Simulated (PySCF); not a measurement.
# CH5BO2 (SMILES COBO) at 5 levels

Wanted: a comparison of 5 runs (HF/STO-3G, HF/def2-SVP, B3LYP/6-31G*, PBE0/def2-SVP, PBE/def2-TZVP) of CH5BO2. The job is set up through a Python script.

The calculation is run with PySCF 2.14.0.

## 1. The system as given

The species is CH5BO2 (9 atoms), meant as a singlet with charge 0. SMILES: `COBO`. Geometry: relaxed at PBE0-D4/def2-TZVP. This is one conformer, not always the lowest.

Bond lengths: C1–O2 1.410 Å, O2–B3 1.356 Å, B3–O4 1.356 Å, C1–H5 1.094 Å, C1–H6 1.092 Å, C1–H7 1.092 Å, B3–H8 1.199 Å, O4–H9 0.962 Å. Some angles: C1–O2–B3 121.7°, O2–B3–O4 119.6°, O2–C1–H5 111.5°, O2–C1–H6 109.2°, O2–C1–H7 109.3°, O2–B3–H8 121.8°, O4–B3–H8 118.6°, B3–O4–H9 112.1°, H5–C1–H6 109.1°, H5–C1–H7 109.0°.

## 2. Energy and forces at HF/STO-3G (run 1)

calc.py

```python
from pyscf import gto

mol = gto.Mole()
mol.atom = '''
C      0.532525     1.515371    -1.998196
O     -0.214484     0.859447     0.474321
B     -0.254924    -1.576221     1.269140
O     -0.991350    -2.113659     3.663234
H      1.073553    -0.150800    -3.094616
H      2.138036     2.808889    -1.901442
H     -1.029523     2.470817    -2.951185
H      0.347521    -3.285100    -0.089951
H     -1.434113    -0.616618     4.596192
'''
mol.unit = 'bohr'
mol.verbose = 3
mol.max_memory = 1860
mol.basis = 'sto-3g'
mol.build()

mf = mol.RHF()
mf.conv_tol = 1e-10
mf.kernel()
if not mf.converged:
    mf = mf.newton().run(mf.mo_coeff, mf.mo_occ)

energy = mf.e_tot
print('E = %.10f Eh' % energy)
grad = mf.nuc_grad_method().kernel()
mf.analyze()
```

Run with:

```console
$ OMP_NUM_THREADS=1 python calc.py
```

Standard output:

```text
converged SCF energy = -212.469038562833
E = -212.4690385628 Eh
--------------- RHF gradients ---------------
         x                y                z
0 C    -0.0026744737     0.0057551270     0.0063392895
1 O     0.0068753460     0.0054908264    -0.0223385214
2 B    -0.0053457854     0.0114523007     0.0128557216
3 O    -0.0087213877     0.0229765264     0.0202424482
4 H    -0.0008051826    -0.0027895359     0.0033743689
5 H    -0.0017447157    -0.0016401669     0.0023071952
6 H     0.0002978694    -0.0013949865     0.0029606162
7 H     0.0062647860    -0.0155985295    -0.0146510147
8 H     0.0058535437    -0.0242515616    -0.0110901035
----------------------------------------------
**** MO energy ****
MO #1   energy= -20.2708270975436  occ= 2
MO #2   energy= -20.2675245347082  occ= 2
MO #3   energy= -11.1064787767134  occ= 2
MO #4   energy= -7.43134659982905  occ= 2
MO #5   energy= -1.31662641978792  occ= 2
MO #6   energy= -1.2722438824242   occ= 2
MO #7   energy= -0.896908255098907 occ= 2
MO #8   energy= -0.675696728821394 occ= 2
MO #9   energy= -0.6209367006552   occ= 2
MO #10  energy= -0.591083499292655 occ= 2
MO #11  energy= -0.583286205421653 occ= 2
MO #12  energy= -0.48866525256713  occ= 2
MO #13  energy= -0.451771645147122 occ= 2
MO #14  energy= -0.432864434679899 occ= 2
MO #15  energy= -0.383611007727469 occ= 2
MO #16  energy= -0.351951817541804 occ= 2
MO #17  energy= 0.357890510321625  occ= 0
MO #18  energy= 0.5705136961979    occ= 0
MO #19  energy= 0.597609610464076  occ= 0
MO #20  energy= 0.676471737820176  occ= 0
MO #21  energy= 0.689657433498666  occ= 0
MO #22  energy= 0.715009850541416  occ= 0
MO #23  energy= 0.740950992434618  occ= 0
MO #24  energy= 0.884936930351252  occ= 0
MO #25  energy= 0.931534747296451  occ= 0
 ** Mulliken atomic charges  **
charge of    0C =      0.01145
charge of    1O =     -0.18616
charge of    2B =      0.19001
charge of    3O =     -0.20318
charge of    4H =      0.03761
charge of    5H =      0.03725
charge of    6H =      0.03709
charge of    7H =     -0.08051
charge of    8H =      0.15645
Dipole moment(X, Y, Z, Debye):  0.13414,  1.33535, -0.78996
```

Run time: 3.6 s. Hardware: 1 thread of Intel Xeon at 2.50GHz (Skylake/Cascade Lake), shared host; peak memory 0.12 GiB.

## 3. Energy and gradient at HF/def2-SVP (run 2)

input.py

```python
import pyscf.grad
from pyscf import gto

mol = gto.M(
    atom='''
C      0.532525     1.515371    -1.998196
O     -0.214484     0.859447     0.474321
B     -0.254924    -1.576221     1.269140
O     -0.991350    -2.113659     3.663234
H      1.073553    -0.150800    -3.094616
H      2.138036     2.808889    -1.901442
H     -1.029523     2.470817    -2.951185
H      0.347521    -3.285100    -0.089951
H     -1.434113    -0.616618     4.596192
''',
    basis='def2-svp',
    unit='bohr',
    verbose=4,
    max_memory=1860,
    spin=0,
)

calc0 = mol.RHF()
calc0.conv_tol = 1e-10
calc0.kernel()
if not calc0.converged:
    calc0 = calc0.newton().run(calc0.mo_coeff, calc0.mo_occ)

e_tot = calc0.e_tot
print('E(%s) = %.9f' % ('HF', e_tot))
grad = calc0.Gradients().kernel()
calc0.analyze()
```

Run with:

```console
$ OMP_NUM_THREADS=1 python input.py
```

Standard output:

```text
PySCF version 2.14.0

[... 85 lines left out ...]
MO #1   energy= -20.5593688627623  occ= 2
[... 7 lines left out ...]
MO #9   energy= -0.706195648226675 occ= 2
[... 7 lines left out ...]
MO #17  energy= 0.183828816504827  occ= 0
[... 7 lines left out ...]
MO #25  energy= 0.41574375816645   occ= 0
[... 7 lines left out ...]
MO #33  energy= 0.849471973778115  occ= 0
[... 7 lines left out ...]
MO #41  energy= 1.23483848537622   occ= 0
[... 7 lines left out ...]
MO #49  energy= 1.61324408903916   occ= 0
[... 7 lines left out ...]
MO #57  energy= 1.99496876016873   occ= 0
[... 7 lines left out ...]
MO #65  energy= 2.60859009904336   occ= 0
[... 7 lines left out ...]
MO #73  energy= 3.27423442872321   occ= 0
[... 7 lines left out ...]
MO #81  energy= 4.13620556140792   occ= 0
[... 54 lines left out ...]
pop of  3 O 3dyz          0.00225
pop of  3 O 3dz^2         0.00213
pop of  3 O 3dxz          0.00105
pop of  3 O 3dx2-y2       0.00230
pop of  4 H 1s            0.91022
pop of  4 H 2s            0.00866
pop of  4 H 2px           0.00020
pop of  4 H 2py           0.00130
pop of  4 H 2pz           0.00075
pop of  5 H 1s            0.90139
pop of  5 H 2s            0.00957
pop of  5 H 2px           0.00120
pop of  5 H 2py           0.00084
pop of  5 H 2pz           0.00014
pop of  6 H 1s            0.90180
pop of  6 H 2s            0.00954
pop of  6 H 2px           0.00122
pop of  6 H 2py           0.00048
pop of  6 H 2pz           0.00049
pop of  7 H 1s            1.04916
pop of  7 H 2s            0.00460
pop of  7 H 2px           0.00021
pop of  7 H 2py           0.00190
pop of  7 H 2pz           0.00102
pop of  8 H 1s            0.64814
pop of  8 H 2s            0.01404
pop of  8 H 2px           0.00152
pop of  8 H 2py           0.00176
pop of  8 H 2pz           0.00172
 ** Mulliken atomic charges  **
charge of    0C =      0.01705
charge of    1O =     -0.47632
charge of    2B =      0.47185
charge of    3O =     -0.54071
charge of    4H =      0.07887
charge of    5H =      0.08686
charge of    6H =      0.08648
charge of    7H =     -0.05690
charge of    8H =      0.33283
Dipole moment(X, Y, Z, Debye):  0.25304,  1.52982, -1.20903
```

It took 12 s on 1 thread of Intel Xeon at 2.50GHz (Skylake/Cascade Lake), shared host; peak memory 0.16 GiB.

## 4. Energy and forces at B3LYP/6-31G(d) (spherical functions) (run 3)

input.xyz

```xyz
9
CH5BO2
C      0.281800     0.801900    -1.057400
O     -0.113500     0.454800     0.251000
B     -0.134900    -0.834100     0.671600
O     -0.524600    -1.118500     1.938500
H      0.568100    -0.079800    -1.637600
H      1.131400     1.486400    -1.006200
H     -0.544800     1.307500    -1.561700
H      0.183900    -1.738400    -0.047600
H     -0.758900    -0.326300     2.432200
```

input.py

```python
# COBO
from pyscf import gto, dft

mol = gto.Mole()
mol.atom = 'input.xyz'
mol.max_memory = 1860
mol.verbose = 4
mol.basis = '6-31g*'
mol.charge = 0
mol.spin = 0
mol.build()

myscf = dft.RKS(mol, xc='b3lyp')
myscf.conv_tol = 1e-10
myscf.grids.level = 5
myscf.kernel()
if not myscf.converged:
    myscf = myscf.newton().run(myscf.mo_coeff, myscf.mo_occ)

energy = myscf.e_tot
print('Final energy', energy)
grad = myscf.nuc_grad_method().kernel()
myscf.analyze()
```

Run with:

```console
$ OMP_NUM_THREADS=1 python input.py
```

Standard output:

```text
PySCF version 2.14.0

[... 93 lines left out ...]
Nuclear Repulsion Energy =             115.438950515692625
[... 8 lines left out ...]
MO #3   energy= -10.2294283171766  occ= 2
[... 6 lines left out ...]
MO #10  energy= -0.469024952809099 occ= 2
[... 6 lines left out ...]
MO #17  energy= 0.0551412823436972 occ= 0
[... 6 lines left out ...]
MO #24  energy= 0.268375536422415  occ= 0
[... 6 lines left out ...]
MO #31  energy= 0.610573286897262  occ= 0
[... 6 lines left out ...]
MO #38  energy= 0.961767741723299  occ= 0
[... 6 lines left out ...]
MO #45  energy= 1.25695244030493   occ= 0
[... 6 lines left out ...]
MO #52  energy= 1.76390221117091   occ= 0
[... 6 lines left out ...]
MO #59  energy= 2.24977184206472   occ= 0
[... 6 lines left out ...]
MO #66  energy= 2.98270414519944   occ= 0
[... 39 lines left out ...]
pop of  2 B 3dxy          0.00214
pop of  2 B 3dyz          0.00329
pop of  2 B 3dz^2         0.00305
pop of  2 B 3dxz          0.00221
pop of  2 B 3dx2-y2       0.00204
pop of  3 O 1s            1.99995
pop of  3 O 2s            1.56212
pop of  3 O 3s            0.00260
pop of  3 O 2px           1.72357
pop of  3 O 2py           1.63001
pop of  3 O 2pz           1.53092
pop of  3 O 3px           0.00165
pop of  3 O 3py           0.00236
pop of  3 O 3pz           0.00452
pop of  3 O 3dxy          0.00193
pop of  3 O 3dyz          0.00314
pop of  3 O 3dz^2         0.00276
pop of  3 O 3dxz          0.00131
pop of  3 O 3dx2-y2       0.00324
pop of  4 H 1s            0.89098
pop of  4 H 2s            0.00806
pop of  5 H 1s            0.88484
pop of  5 H 2s            0.00838
pop of  6 H 1s            0.88513
pop of  6 H 2s            0.00837
pop of  7 H 1s            1.01629
pop of  7 H 2s            0.00443
pop of  8 H 1s            0.65689
pop of  8 H 2s            0.01489
 ** Mulliken atomic charges  **
charge of    0C =     -0.08059
charge of    1O =     -0.37709
charge of    2B =      0.30603
charge of    3O =     -0.47009
charge of    4H =      0.10096
charge of    5H =      0.10677
charge of    6H =      0.10650
charge of    7H =     -0.02072
charge of    8H =      0.32822
Dipole moment(X, Y, Z, Debye):  0.12833,  1.62481, -0.85322
```

Wall time 41 s (1 thread of Intel Xeon at 2.50GHz (Skylake/Cascade Lake), shared host); peak memory 0.68 GiB.

Run 4 isn't shown in full; the table further down has it.

## 5. Energy and gradient at PBE/def2-TZVP (run 5)

job.py

```python
import pyscf.grad
from pyscf import gto, dft

mol = gto.Mole()
mol.atom = '''
C        0.281800       0.801900      -1.057400
O       -0.113500       0.454800       0.251000
B       -0.134900      -0.834100       0.671600
O       -0.524600      -1.118500       1.938500
H        0.568100      -0.079800      -1.637600
H        1.131400       1.486400      -1.006200
H       -0.544800       1.307500      -1.561700
H        0.183900      -1.738400      -0.047600
H       -0.758900      -0.326300       2.432200
'''
mol.verbose = 4
mol.basis = 'def2-tzvp'
mol.max_memory = 1860
mol.build()

mf = dft.RKS(mol)
mf.xc = 'pbe'
mf.grids.level = 5
mf.conv_tol = 1e-10
mf.kernel()
if not mf.converged:
    mf = mf.newton().run(mf.mo_coeff, mf.mo_occ)

etot = mf.e_tot
print(f'total energy: {etot:.8f} hartree')
grad = mf.Gradients().kernel()
mf.analyze()
```

Run with:

```console
$ OMP_NUM_THREADS=1 python job.py
```

Standard output:

```text
PySCF version 2.14.0

[... 102 lines left out ...]
DFT Exchange-Correlation Energy =      -28.344142670565084
[... 15 lines left out ...]
MO #14  energy= -0.318207447820855 occ= 2
[... 13 lines left out ...]
MO #28  energy= 0.213425326956549  occ= 0
[... 13 lines left out ...]
MO #42  energy= 0.514860861955462  occ= 0
[... 13 lines left out ...]
MO #56  energy= 0.928954393617833  occ= 0
[... 13 lines left out ...]
MO #70  energy= 1.5818538806354    occ= 0
[... 13 lines left out ...]
MO #84  energy= 2.05437373384029   occ= 0
[... 13 lines left out ...]
MO #98  energy= 2.53419190483912   occ= 0
[... 13 lines left out ...]
MO #112 energy= 3.18763053004004   occ= 0
[... 13 lines left out ...]
MO #126 energy= 4.47391771881547   occ= 0
[... 13 lines left out ...]
MO #140 energy= 6.24184973482789   occ= 0
[... 13 lines left out ...]
MO #154 energy= 43.3805367412646   occ= 0
[... 127 lines left out ...]
pop of  4 H 2s            0.00455
pop of  4 H 3s            0.00276
pop of  4 H 2px           0.00012
pop of  4 H 2py           0.00054
pop of  4 H 2pz           0.00033
pop of  5 H 1s            0.86921
pop of  5 H 2s            0.00471
pop of  5 H 3s            0.00282
pop of  5 H 2px           0.00044
pop of  5 H 2py           0.00033
pop of  5 H 2pz           0.00015
pop of  6 H 1s            0.86956
pop of  6 H 2s            0.00470
pop of  6 H 3s            0.00281
pop of  6 H 2px           0.00049
pop of  6 H 2py           0.00020
pop of  6 H 2pz           0.00023
pop of  7 H 1s            1.00988
pop of  7 H 2s            0.00344
pop of  7 H 3s            0.00131
pop of  7 H 2px           0.00009
pop of  7 H 2py           0.00087
pop of  7 H 2pz           0.00046
pop of  8 H 1s            0.63844
pop of  8 H 2s            0.00784
pop of  8 H 3s            0.00636
pop of  8 H 2px           0.00137
pop of  8 H 2py           0.00102
pop of  8 H 2pz           0.00085
 ** Mulliken atomic charges  **
charge of    0C =     -0.13480
charge of    1O =     -0.35606
charge of    2B =      0.29094
charge of    3O =     -0.48419
charge of    4H =      0.11173
charge of    5H =      0.12235
charge of    6H =      0.12200
charge of    7H =     -0.01607
charge of    8H =      0.34410
Dipole moment(X, Y, Z, Debye):  0.14017,  1.56872, -0.87355
```

It took 2.4 min on 1 thread of Intel Xeon at 2.50GHz (Skylake/Cascade Lake), shared host; peak memory 1.9 GiB.

## 6. All runs side by side

| run | level | integration grid | energy (Eh) | dipole moment (D) | HOMO energy (eV) | LUMO energy (eV) | wall time |
| --- | --- | --- | --- | --- | --- | --- | --- |
| 1 | HF/STO-3G | – | -212.469039 | 1.56 | -9.58 | 9.74 | 3.6 s |
| 2 | HF/def2-SVP | – | -215.120596 | 1.97 | -12.59 | 5.00 | 12 s |
| 3 | B3LYP/6-31G* (spherical functions) | 5 | -216.495912 | 1.84 | -8.02 | 1.50 | 41 s |
| 4 | PBE0/def2-SVP | 5 | -216.092195 | 1.83 | -8.48 | 1.38 | 56 s |
| 5 | PBE/def2-TZVP | 5 | -216.328237 | 1.80 | -7.07 | -0.03 | 2.4 min |

## 7. What came out

```
                       quantity          value
            run 5: total energy  -216.32824 Eh
           run 5: dipole moment         1.80 D
             run 5: HOMO energy       -7.07 eV
             run 5: LUMO energy       -0.03 eV
           run 5: HOMO–LUMO gap        7.04 eV
run 5: largest force on an atom     0.642 eV/Å
```

What this shows: The dipole moment (its size) runs from 1.56 D (HF/STO-3G) to 1.97 D (HF/def2-SVP). The HOMO–LUMO gap runs from 7.04 eV (PBE/def2-TZVP) to 19.32 eV (HF/STO-3G). The two ends differ in method and basis. Totals of different functionals can't be ranked against each other. In run 1 the basis is minimal, so the values are rough. All runs together took 4.3 min, the longest 2.4 min.
